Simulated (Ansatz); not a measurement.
# Cl2GaHSe: basis-set convergence

How large a basis does Cl2GaHSe need? Two functionals are run in growing sets.

Computed with Ansatz 0.2.0, Gaussian basis. Level: one geometry, several basis sets.

The runs, in order: PBE0-D4/def2-SVP; ωB97M-V/def2-SVP; PBE0-D4/def2-QZVPP; ωB97M-V/def2-QZVPP; the functionals' def2-TZVPP values are taken from earlier runs.

## Step 1: Structure used throughout

The geometry comes from an earlier relaxation with PBE0-D4 in a triple-zeta def2 set; it is a stationary point.

SMILES `[Cl][Ga]([Cl])[SeH]`, 5 atoms, charge 0, spin multiplicity 1.

Atoms are counted from 1 here; the program's logs count them from 0.

Bond lengths: Cl1–Ga2 2.125 Å, Ga2–Cl3 2.127 Å, Ga2–Se4 2.299 Å, Se4–H5 1.470 Å. Angles: Cl1–Ga2–Cl3 117.8°, Cl1–Ga2–Se4 120.0°, Cl3–Ga2–Se4 122.1°, Ga2–Se4–H5 90.8°.

## Step 2: PBE0-D4 in def2-SVP

Contents of in.yaml:

```yaml
crystal:
  periodic: [false, false, false]
  atoms:
    - {symbol: Cl, position_ang: [1.565163, -0.816295, 1.955063]}
    - {symbol: Ga, position_ang: [0.270790, -0.384515, 0.326106]}
    - {symbol: Cl, position_ang: [-0.593279, -2.024805, -0.717044]}
    - {symbol: Se, position_ang: [-0.155413, 1.797256, -0.258205]}
    - {symbol: H, position_ang: [-1.037461, 1.354659, -1.347320]}
basis:
  gaussian: {orbitals: def2-SVP}
hamiltonian: {xc: pbe0, dispersion: d4}
output: {orbitals: {seedname: orbitals}}
```

On the command line:

```
$ ansatz run in.yaml --threads 4 --pin off --events-out ev --progress --plain --max-ram 10444MiB
```

After this run come: ωB97M-V in def2-SVP; PBE0-D4 in def2-QZVPP; ωB97M-V in def2-QZVPP.

**Question.** What will the summary of the whole plan be? Wanted: PBE0-D4: double and triple zeta above quadruple; ωB97M-V: double and triple zeta above quadruple.

The runs gave:

| quantity | value |
| --- | --- |
| PBE0-D4: double and triple zeta above quadruple | 26.63, 3.28 eV |
| ωB97M-V: double and triple zeta above quadruple | 26.32, 3.16 eV |

In words: PBE0-D4 gains 23.35 eV from double to triple zeta, then 3.28 eV more. These are total energies; as a rule much of such shifts cancels in differences, which this series doesn't test.
